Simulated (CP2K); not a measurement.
# Si3H7O (SMILES [SiH3]O[SiH][SiH3]), run twice

Wanted: energy and gradient of Si3H7O, PM6.

Program for the calculation: CP2K 2026.2.

## Step 1: The structure to begin with

The species is Si3H7O (11 atoms), meant as a doublet with charge 0. As SMILES, `[SiH3]O[SiH][SiH3]`. The shape is that of a PBE0-D4/def2-TZVP optimisation. This is one conformer, not always the lowest.

Bond lengths: Si1–O2 1.639 Å, O2–Si3 1.643 Å, Si3–Si4 2.341 Å, Si1–H5 1.485 Å, Si1–H6 1.482 Å, Si1–H7 1.487 Å, Si3–H8 1.492 Å, Si4–H9 1.491 Å, Si4–H10 1.488 Å, Si4–H11 1.488 Å. Some angles: Si1–O2–Si3 144.1°, O2–Si3–Si4 113.0°, O2–Si1–H5 110.0°, O2–Si1–H6 108.2°, O2–Si1–H7 109.9°, O2–Si3–H8 107.0°, Si4–Si3–H8 113.2°, Si3–Si4–H9 113.8°, Si3–Si4–H10 107.4°, Si3–Si4–H11 109.3°.

## Step 2: First attempt

Input file run.inp:

```
&GLOBAL
    PROJECT run
    RUN_TYPE ENERGY_FORCE
    PRINT_LEVEL MEDIUM
&END GLOBAL

&FORCE_EVAL
    METHOD QS
    &DFT
        MULTIPLICITY 2
        LSD T
        &QS
            METHOD PM6
            EPS_DEFAULT 1.0E-10
            &SE
                &COULOMB
                    CUTOFF [angstrom] 50
                    RC_RANGE [angstrom] 0
                &END COULOMB
                &EXCHANGE
                    CUTOFF [angstrom] 50
                    RC_RANGE [angstrom] 0
                &END EXCHANGE
            &END SE
        &END QS
        &POISSON
            PERIODIC NONE
            POISSON_SOLVER ANALYTIC
        &END POISSON
        &SCF
            SCF_GUESS ATOMIC
            EPS_SCF 1.0E-07
            MAX_SCF 40
            &OT
                MINIMIZER DIIS
                PRECONDITIONER FULL_ALL
            &END OT
            &OUTER_SCF
                EPS_SCF 1.0E-07
                MAX_SCF 2
            &END OUTER_SCF
        &END SCF
        &PRINT
            &MOMENTS
                PERIODIC F
                REFERENCE COM
                MAX_MOMENT 1
            &END MOMENTS
            &MO_CUBES
                NLUMO 5
                NHOMO -1
                WRITE_CUBE F
            &END MO_CUBES
            &HIRSHFELD OFF
            &END HIRSHFELD
        &END PRINT
    &END DFT
    &SUBSYS
        &CELL
            ABC 17.5 16.4 14.8
            PERIODIC NONE
        &END CELL
        &COORD
            Si    -1.775300     1.202300    -0.080500
            O     -1.278100    -0.262900     0.461000
            Si    -0.175700    -1.460900     0.238300
            Si     1.969300    -0.652400    -0.238900
            H     -2.571100     1.041400    -1.323800
            H     -2.610300     1.825900     0.973100
            H     -0.596100     2.063000    -0.363900
            H     -0.221900    -2.326600     1.453100
            H      2.517500     0.255000     0.809200
            H      2.867700    -1.830200    -0.378500
            H     -0.021900    -2.326600     1.453100
        &END COORD
        &TOPOLOGY
            &CENTER_COORDINATES
            &END CENTER_COORDINATES
        &END TOPOLOGY
    &END SUBSYS
    &PRINT
        &FORCES ON
        &END FORCES
    &END PRINT
&END FORCE_EVAL
```

Started as:

```bash
$ OMP_NUM_THREADS=1 cp2k.psmp -i run.inp > run.out 2>&1
```

The program printed:

```text
CP2K| version string:                                       CP2K version 2026.2
[...]
 GLOBAL| Method name                                                        CP2K
[...]
 GLOBAL| Run type                                                   ENERGY_FORCE
[...]
                             - Atoms:                                         11
[...]
                             - Spherical basis functions:                     38
[...]
 *** WARNING in particle_methods.F:720 :: The distance between the atoms 8 ***
 *** and 11 is only 0.200 angstrom and thus smaller than the threshold of  ***
 *** 0.500 angstrom                                                        ***
[...]
 Number of electrons:                                                         13
[...]
     1 OT DIIS     0.15E+00    0.0     0.12229916       350.7824186183  3.51E+02
[...]
     4 OT DIIS     0.15E+00    0.0     0.00000009       346.1507297634 -2.57E-11
  *** SCF run converged in     4 steps ***
  Core-core repulsion energy [eV]:                          11222.04920957184913
  Core Hamiltonian energy [eV]:                              -951.50236698557296
  Two-electron integral energy [eV]:                        -1702.61292553330691
  Electronic energy [eV]:                                   -1802.80882975222630
  Total energy [eV]:                                         9419.24037981962283
  Atomic reference energy [eV]:                               603.63964829860049
  Heat of formation [kcal/mol]:                            231133.12261443975149
[...]
 SE_DIPOLE| Moment [Debye]          1.04006954       1.86028390      -2.68520128
 SE_DIPOLE| Derivative [a.u.]       0.00000000       0.00000000       0.00000000
[...]
 ENERGY| Total FORCE_EVAL ( QS ) energy [hartree]            346.150729763410595
 FORCES| Atomic forces [hartree/bohr]
 FORCES|   Atom     x               y               z               |f|
 FORCES|      1 -1.84427936E-02  3.81427009E-02 -1.09297062E-02   4.37545511E-02
 FORCES|      2 -6.23335054E-03 -3.01336128E-03  8.01245862E-03   1.05893578E-02
 FORCES|      3  4.75762042E-02  9.22389351E-02 -1.58039989E-01   1.89071824E-01
 FORCES|      4 -3.99302764E-02 -2.94321983E-03 -9.72998600E-03   4.12039094E-02
 FORCES|      5  3.25225915E-03 -1.38508048E-03  5.60067362E-03   6.62292855E-03
 FORCES|      6  3.23347433E-03 -3.32485295E-03 -3.01129270E-03   5.52972758E-03
 FORCES|      7 -3.87497586E-03 -5.49724058E-03  2.49586613E-03   7.17387201E-03
 FORCES|      8 -1.16702975E+04 -5.45173135E-02  7.73203852E-02   1.16702975E+04
 FORCES|      9  5.87489606E-03  3.73654551E-03  1.00842435E-02   1.22543112E-02
 FORCES|     10  8.37379781E-03 -1.01956049E-02  1.83854835E-03   1.33210777E-02
 FORCES|     11  1.16702976E+04 -5.32415079E-02  7.63587989E-02   1.16702976E+04
 FORCES| Sum    -1.81898940E-12 -2.35922393E-16  2.35922393E-16
 FORCES| Total atomic force                                       1.81898943E-12
[...]
```

It took 2 s on 1 thread of Intel Xeon 6975P-C (Granite Rapids), shared host; peak memory 0.19 GiB.

## Step 3: Diagnosis

It ran to the end. The result can't be trusted all the same.

The fault: two atoms lie on top of or far too near each other. As the program read them, the closest atoms are 0.20 Å apart, against 1.48 Å in the sound input.

## Step 4: Try two

Input file job.inp:

```
&GLOBAL
  PROJECT job
  RUN_TYPE ENERGY_FORCE
  PRINT_LEVEL MEDIUM
&END GLOBAL

&FORCE_EVAL
  METHOD QS
  &DFT
    MULTIPLICITY 2
    SPIN_POLARIZED T
    &QS
      METHOD PM6
      EPS_DEFAULT 1.0E-10
      &SE
        &COULOMB
          CUTOFF [angstrom] 50
          RC_RANGE [angstrom] 0
        &END COULOMB
        &EXCHANGE
          CUTOFF [angstrom] 50
          RC_RANGE [angstrom] 0
        &END EXCHANGE
      &END SE
    &END QS
    &POISSON
      PERIODIC NONE
      POISSON_SOLVER ANALYTIC
    &END POISSON
    &SCF
      SCF_GUESS ATOMIC
      EPS_SCF 1.0E-07
      MAX_SCF 25
      &OT
        MINIMIZER DIIS
        PRECONDITIONER FULL_SINGLE
      &END OT
      &OUTER_SCF
        EPS_SCF 1.0E-07
        MAX_SCF 3
      &END OUTER_SCF
    &END SCF
    &PRINT
      &MOMENTS
        PERIODIC F
        REFERENCE COM
        MAX_MOMENT 1
      &END MOMENTS
      &MO_CUBES
        NLUMO 5
        NHOMO -1
        WRITE_CUBE F
      &END MO_CUBES
      &HIRSHFELD OFF
      &END HIRSHFELD
    &END PRINT
  &END DFT
  &SUBSYS
    &CELL
      ABC 17.5 16.4 15
      PERIODIC NONE
    &END CELL
    &COORD
      Si    -1.775300     1.202300    -0.080500
      O     -1.278100    -0.262900     0.461000
      Si    -0.175700    -1.460900     0.238300
      Si     1.969300    -0.652400    -0.238900
      H     -2.571100     1.041400    -1.323800
      H     -2.610300     1.825900     0.973100
      H     -0.596100     2.063000    -0.363900
      H     -0.221900    -2.326600     1.453100
      H      2.517500     0.255000     0.809200
      H      2.867700    -1.830200    -0.378500
      H      1.939600     0.088200    -1.528600
    &END COORD
    &TOPOLOGY
      &CENTER_COORDINATES
      &END CENTER_COORDINATES
    &END TOPOLOGY
  &END SUBSYS
  &PRINT
    &FORCES ON
    &END FORCES
  &END PRINT
&END FORCE_EVAL
```

Started as:

```bash
$ OMP_NUM_THREADS=1 cp2k.psmp -i job.inp > job.out 2>&1
```

The program printed, cut to the lines that bear on the results:

```text
CP2K| version string:                                       CP2K version 2026.2
[...]
 GLOBAL| Method name                                                        CP2K
[...]
 GLOBAL| Run type                                                   ENERGY_FORCE
[...]
                             - Atoms:                                         11
[...]
                             - Spherical basis functions:                     38
[...]
 Number of electrons:                                                         13
[...]
     1 OT DIIS     0.15E+00    0.0     0.12838275       -17.7544385765 -1.78E+01
[...]
    19 OT DIIS     0.15E+00    0.0     0.00000008       -22.2532972557 -4.20E-12
  *** SCF run converged in    19 steps ***
  Core-core repulsion energy [eV]:                           1175.68983171021659
  Core Hamiltonian energy [eV]:                              -943.37163882533980
  Two-electron integral energy [eV]:                        -1675.72241316848567
  Electronic energy [eV]:                                   -1781.23284540958230
  Total energy [eV]:                                         -605.54301369936593
  Atomic reference energy [eV]:                               603.63964829860049
  Heat of formation [kcal/mol]:                               -43.89265234354051
[...]
 SE_DIPOLE| Moment [Debye]         -0.82536166      -0.04061136       0.22254467
 SE_DIPOLE| Derivative [a.u.]       0.00000000       0.00000000       0.00000000
 *** WARNING in qs_scf_post_se.F:140 :: Printing of MO cube files not ***
 *** implemented for Semi-Empirical method.                           ***
 ENERGY| Total FORCE_EVAL ( QS ) energy [hartree]            -22.253297255719868
[...]
```

Run time: 1.7 s. Hardware: 1 thread of Intel Xeon 6975P-C (Granite Rapids), shared host; peak memory 0.19 GiB.

## Step 5: Summary of results

Level: PM6.

| quantity | value |
| --- | --- |
| total energy | -22.25330 Eh |
| dipole moment | 0.86 D |
| heat of formation at this unrelaxed shape | -43.9 kcal/mol |
| largest force on an atom | 2.546 eV/Å |

The first attempt's energy was +10024.784 eV off this one. The largest force is 2.55 eV/Å: the shape isn't a stationary point for this species at this level.
